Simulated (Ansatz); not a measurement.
# GeH₆OSn: basis-set convergence

Aim: see how fast density functionals converge with the basis set for GeH₆OSn.

Method: one geometry, several basis sets; program: Ansatz 0.2.0, Gaussian basis.

The runs, in order: PBE0-D4/def2-SVP; ωB97M-V/def2-SVP; PBE0-D4/def2-QZVPP; ωB97M-V/def2-QZVPP; the functionals' def2-TZVPP values are taken from earlier runs.

## 1. The geometry

An earlier PBE0-D4 in a triple-zeta def2 set relaxation fixed the geometry. Sn takes the def2 core potential; no spin-orbit term is included.

SMILES `[OH][GeH2][SnH3]`, 9 atoms, charge 0, spin multiplicity 1.

Atoms are counted from 1 here; the program's logs count them from 0.

Bond lengths: O1–Ge2 1.790 Å, O1–H4 0.960 Å, Ge2–Sn3 2.610 Å, Ge2–H5 1.546 Å, Ge2–H6 1.536 Å, Sn3–H7 1.709 Å, Sn3–H8 1.708 Å, Sn3–H9 1.706 Å. Angles: Ge2–O1–H4 112.5°, O1–Ge2–Sn3 110.0°, O1–Ge2–H5 109.1°, O1–Ge2–H6 103.5°, Sn3–Ge2–H5 111.4°, Sn3–Ge2–H6 112.7°, H5–Ge2–H6 109.7°, Ge2–Sn3–H7 109.4°, Ge2–Sn3–H8 111.0°, Ge2–Sn3–H9 110.9°, H7–Sn3–H8 108.3°, H7–Sn3–H9 108.4°, H8–Sn3–H9 108.7°.

## 2. PBE0-D4 in def2-SVP

in.yaml reads:

```yaml
crystal:
  periodic: [false, false, false]
  atoms:
    - {symbol: O, position_ang: [-1.897638, 0.616722, -0.977286]}
    - {symbol: Ge, position_ang: [-0.256604, 1.046440, -0.405042]}
    - {symbol: Sn, position_ang: [0.823620, -0.988362, 0.821242]}
    - {symbol: H, position_ang: [-1.884388, -0.073459, -1.643886]}
    - {symbol: H, position_ang: [0.599499, 1.496126, -1.611375]}
    - {symbol: H, position_ang: [-0.503139, 2.240066, 0.529425]}
    - {symbol: H, position_ang: [0.754366, -2.363836, -0.191054]}
    - {symbol: H, position_ang: [2.461866, -0.679370, 1.193218]}
    - {symbol: H, position_ang: [-0.009082, -1.340628, 2.267659]}
basis:
  gaussian: {orbitals: def2-SVP}
hamiltonian: {xc: pbe0, dispersion: d4}
output: {orbitals: {seedname: orbitals}}
```

The runs that follow: ωB97M-V in def2-SVP; PBE0-D4 in def2-QZVPP; ωB97M-V in def2-QZVPP.

Before running them: what should the planned runs give, taken together? Wanted: PBE0-D4: double and triple zeta above quadruple; ωB97M-V: double and triple zeta above quadruple.

The runs gave:

| quantity | value |
| --- | --- |
| PBE0-D4: double and triple zeta above quadruple | 11.52, 1.42 eV |
| ωB97M-V: double and triple zeta above quadruple | 11.61, 1.38 eV |

In words: For PBE0-D4 the step from double to triple zeta gains 10.10 eV and the next only 1.42 eV. Total energies overstate the basis error of differences, where much of it tends to cancel. The LUMO of ωB97M-V is positive and keeps falling with the basis (1.53 to 0.86 eV): an unbound level that the basis holds in place.
